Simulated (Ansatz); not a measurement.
# AlMe2(acac) (C₇H₁₃AlO₂): structure and electronic state

What does AlMe2(acac) (C₇H₁₃AlO₂) look like as a singlet, and where do its frontier electrons sit?

Computed with Ansatz 0.2.0, Gaussian basis. Level: RKS PBE0-D4/def2-TZVP.

The runs, in order: relaxation at PBE-D4/def2-SVP; a single point at PBE0-D4/def2-TZVP.

### 1 Where the work starts

23 atoms, charge 0, spin multiplicity 1.

Atoms are counted from 1 here; the program's logs count them from 0.

Bond lengths: Al1–C2 1.999 Å, Al1–C6 1.998 Å, Al1–O10 1.835 Å, Al1–O16 1.835 Å, C2–H3 1.095 Å, C2–H4 1.093 Å, C2–H5 1.094 Å, C6–H7 1.095 Å, C6–H8 1.093 Å, C6–H9 1.093 Å, O10–C11 1.271 Å, C11–C12 1.503 Å, C11–C13 1.393 Å, C12–H17 1.085 Å, C12–H18 1.089 Å, C12–H19 1.089 Å, C13–C14 1.393 Å, C13–H20 1.076 Å and more. Angles: C2–Al1–C6 127.0°, C2–Al1–O10 108.5°, C2–Al1–O16 108.3°, C6–Al1–O10 108.5°, C6–Al1–O16 108.8°, O10–Al1–O16 89.2°, Al1–C2–H3 115.2°, Al1–C2–H4 111.4°, Al1–C2–H5 111.6°, H3–C2–H4 106.3°, H3–C2–H5 106.2°, H4–C2–H5 105.5°, Al1–C6–H7 115.3°, Al1–C6–H8 111.2°, Al1–C6–H9 111.6°, H7–C6–H8 106.3°, H7–C6–H9 106.2°, H8–C6–H9 105.5° and more.

The start is a GFN2-xTB geometry.

### 2 Optimising with PBE-D4/def2-SVP

Contents of in.yaml:

```yaml
crystal:
  periodic: [false, false, false]
  atoms:
    - {symbol: Al, position_ang: [1.237960, -0.012130, 0.861950]}
    - {symbol: C, position_ang: [0.917380, -0.026680, 2.835010]}
    - {symbol: H, position_ang: [-0.129180, 0.084480, 3.137970]}
    - {symbol: H, position_ang: [1.467790, 0.774340, 3.334770]}
    - {symbol: H, position_ang: [1.270580, -0.954610, 3.293470]}
    - {symbol: C, position_ang: [3.006090, -0.010570, -0.069120]}
    - {symbol: H, position_ang: [2.963820, -0.150070, -1.154340]}
    - {symbol: H, position_ang: [3.656840, -0.799570, 0.316550]}
    - {symbol: H, position_ang: [3.548570, 0.924050, 0.097730]}
    - {symbol: O, position_ang: [0.182830, 1.286490, 0.109740]}
    - {symbol: C, position_ang: [-0.860290, 1.221040, -0.613420]}
    - {symbol: C, position_ang: [-1.480900, 2.522480, -1.039030]}
    - {symbol: C, position_ang: [-1.429950, 0.013690, -1.011910]}
    - {symbol: C, position_ang: [-0.874910, -1.204640, -0.627010]}
    - {symbol: C, position_ang: [-1.511660, -2.494160, -1.064670]}
    - {symbol: O, position_ang: [0.167030, -1.289790, 0.096070]}
    - {symbol: H, position_ang: [-2.366180, 2.368620, -1.647080]}
    - {symbol: H, position_ang: [-1.740020, 3.100570, -0.153580]}
    - {symbol: H, position_ang: [-0.748060, 3.101460, -1.598580]}
    - {symbol: H, position_ang: [-2.313730, 0.022600, -1.625810]}
    - {symbol: H, position_ang: [-2.366960, -2.324200, -1.710200]}
    - {symbol: H, position_ang: [-1.824580, -3.052500, -0.183750]}
    - {symbol: H, position_ang: [-0.772470, -3.100900, -1.584770]}
basis:
  gaussian: {orbitals: def2-SVP}
hamiltonian: {xc: pbe, dispersion: d4}
scf: {lower_state_search: "off"}
output: {orbitals: {seedname: orbitals}}
relax: {f_tol: 0.03, max_steps: 70}
```

The run is started by

```console
$ ansatz run in.yaml --threads 2 --pin off --events-out ev --progress --plain --max-ram 32768MiB --backend cuda --devices 0, --max-vram 18GiB
```

The runs that follow: Single point, PBE0-D4/def2-TZVP.

**Question.** What will the summary of the whole plan be? Wanted: point group; commonest bond, hydrogen aside; HOMO, LUMO at PBE0-D4/def2-TZVP; dipole at PBE-D4/def2-SVP.

**Answer**, as computed:

| quantity | value |
| --- | --- |
| point group | C2 |
| commonest bond, hydrogen aside | C–C, 4 of mean length 1.459 Å |
| HOMO, LUMO at PBE0-D4/def2-TZVP | -6.71, -1.93 eV |
| dipole at PBE-D4/def2-SVP | 4.07 D |

**Reading.** The molecule keeps its bonding pattern by the stored test; the atoms moved 0.07 Å (rms). No usable vibrations, so a minimum isn't proven. The HOMO lies nearest to C2, C6 about 20 % each; C13 12 % and the LUMO to C11, C14 about 28 % each; O10, O16 about 11 % each. The point group is read from a loosely relaxed geometry; soft torsions can leave it below the true symmetry.
